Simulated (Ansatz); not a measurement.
Sn3Se:

```xyz
4
Lattice="0.0000 3.7331 3.7331 3.7331 0.0000 3.7331 3.7331 3.7331 0.0000" Properties=species:S:1:pos:R:3 pbc="T T T"
Sn    3.7331    3.7331    3.7331
Sn    5.5997    5.5997    5.5997
Sn    1.8666    1.8666    1.8666
Se    0.0000    0.0000    0.0000
```

The cell comes from a database or a generator and needn't be the stable form of this composition.

Base run:

| Item | Value |
| --- | --- |
| Program | Ansatz 0.2.0 |
| Functional | LDA |
| Potentials or basis | Ansatz PAW |
| Cutoff | 420 eV (not typed: the program's choice for these potentials) |
| k mesh | 6 × 6 × 6 |
| Occupations | fermi-dirac, width 0.05 eV |
| Spin | no spin polarisation |

Its results: band gap on the k mesh none (metal or under the smearing width); pressure -4.5 GPa.

Problem. The run is repeated on the same cell with these changes: functional from LDA to PBE. What comes out?

Solution. Band gap on the k mesh none (metal or under the smearing width); pressure -0.2 GPa.

PBE binds less tightly than LDA, so the same cell stands under more pressure.

Caveats: spin-orbit coupling is left out, which moves the levels of the heavy elements; the PAW data sets come from PBE, with cores solved anew for the run's functional, which leaves a small shift of forces and pressure (some runs).
